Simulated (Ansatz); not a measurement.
# H3SbSe: the cost of one run

All numbers below are computed with Ansatz 0.2.0 (RKS PBE0-D4/def2-SVP).

### Step 1. Starting point

Bond lengths: Se1–Sb2 2.532 Å, Se1–H3 1.439 Å, Sb2–H4 1.699 Å, Sb2–H5 1.695 Å. Angles: Se1–Sb2–H4 91.6°, Se1–Sb2–H5 88.7°, H4–Sb2–H5 88.2°, Sb2–Se1–H3 95.8°.

Coordinates:

```xyz
5

Se    0.8319   -0.7701    0.9966
Sb   -0.3200    0.3838   -0.9402
H     1.1295   -1.9852    0.2844
H    -1.7747    0.4977   -0.0695
H     0.1334    1.8738   -0.2712
```

### Step 2. End point A

input.yaml reads:

```yaml
crystal:
  periodic: [false, false, false]
  atoms:
    - { symbol: Se, position_ang: [0.83187, -0.77014, 0.99657] }
    - { symbol: Sb, position_ang: [-0.32, 0.38379, -0.94016] }
    - { symbol: H, position_ang: [1.12947, -1.98516, 0.28436] }
    - { symbol: H, position_ang: [-1.77474, 0.49774, -0.06952] }
    - { symbol: H, position_ang: [0.13339, 1.87377, -0.27125] }
basis:
  gaussian: { orbitals: def2-SVP }
hamiltonian:
  xc: pbe0
  dispersion: d4
relax:
  f_tol: 0.015
  max_steps: 40
output:
  orbitals: {}
```

On the command line:

```
ansatz run input.yaml --threads 1 --pin off --max-ram 2048MiB --backend cpu --events-out ev --progress --plain --runs-dir out
```

**Question.** How long does this run take on 1 thread of an Arm CPU, shared host, and how much memory does it need?

About 31 s, with a peak of 0.15 GiB.
